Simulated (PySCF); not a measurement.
# MoOOH: relaxation and vibrations of the doublet

The task is one start of a wider search on MoOOH: the doublet, from a linear start. It is relaxed, tested by its Hessian and followed downhill if it is a saddle.

Method: PBE0, basis Mo def2-TZVP with ECP28, O def2-TZVP, H def2-TZVP, scalar-relativistic core potentials, no spin–orbit coupling, density fitting; program: PySCF 2.14.0.

## (1) Where the work starts

4 atoms, charge 0, spin multiplicity 2.

Bond lengths: Mo1–O2 1.780 Å, Mo1–O3 2.010 Å, O3–H4 0.960 Å. Angles: O2–Mo1–O3 180.0°, Mo1–O3–H4 130.0°.

```xyz
4
charge 0 multiplicity 2
Mo    0.0000    0.0000    0.0000
O     0.0000    0.0000    1.7800
O     0.0000    0.0000   -2.0100
H     0.7354    0.0000   -2.6271
```

## (2) First SCF at the start

The steps below are one call of a driver around PySCF. For each, scf.py gives the equivalent set-up of the SCF; relaxations use the driver's own optimiser. After this first run the driver tries any further starts and a stability analysis.

The input, scf.py:

```python
from pyscf import gto, scf, dft
mol = gto.M(atom='''
Mo     0.000000     0.000000     0.000000
O      0.000000     0.000000     1.780000
O      0.000000     0.000000    -2.010000
H      0.735400     0.000000    -2.627100''',
    basis={'Mo': 'def2-TZVP', 'O': 'def2-TZVP', 'H': 'def2-TZVP'},
    ecp={'Mo': 'def2-TZVP'},
    charge=0, spin=1)
mf = dft.UKS(mol, xc='PBE0')
mf.grids.atom_grid = (50, 194)
aux = {'Mo': 'def2-universal-JKFIT', 'O': 'def2-universal-JKFIT', 'H': 'def2-universal-JKFIT'}
mf = mf.density_fit(auxbasis=aux)
mf.conv_tol = 1e-08
mf.diis_space = 10
mf.max_cycle = 60
mf.init_guess = 'minao'
mf.verbose = 4
mf.kernel()
```

Started as:

```sh
$ OMP_NUM_THREADS=4 python axn.py task.json out
```

The runs that follow: Relaxing the doublet from the linear start; Frequencies.

**Question.** What will these runs give? Wanted: minimum; geometry; wavenumbers; dipole moment; highest occupied, lowest empty level; polar-tensor charge of Mo1; zero-point energy; atomisation energy; ⟨S²⟩.

**Answer**, as computed:

| quantity | value |
| --- | --- |
| minimum | broken-symmetry (Ms = 1/2), Cs |
| geometry | Mo–O 1.671 Å, Mo–O 1.891 Å, O–H 0.957 Å; H–O–Mo 140.1°, O–Mo–O 144.0° |
| wavenumbers (cm⁻¹) | 155 (a'), 462 (a''), 546 (a'), 704 (a'), 1038 (a'), 3940 (a') |
| dipole moment | 2.35 D |
| highest occupied, lowest empty level (either spin) | -5.90, -2.89 eV |
| polar-tensor charge of Mo1 | +1.24 e |
| zero-point energy | 40.9 kJ/mol |
| entropy at 298.15 K | 289.3 J/(mol K) |
| atomisation energy (no zero-point energy) | 1340 kJ/mol |
| ⟨S²⟩ | 1.715 |

**Reading.** The linear start keeps its Cs symmetry and ends in a minimum. The determinant is spin-contaminated (⟨S²⟩ = 1.72 against 0.75), so it is no pure spin state. In the infrared the band at 1038 cm⁻¹ (a') leads. The first SCF alone would have been 39 kJ/mol too high. Only this shape and spin were tried, so other structures or states may lie lower. One determinant may miss the lowest occupation of an open d or f shell.
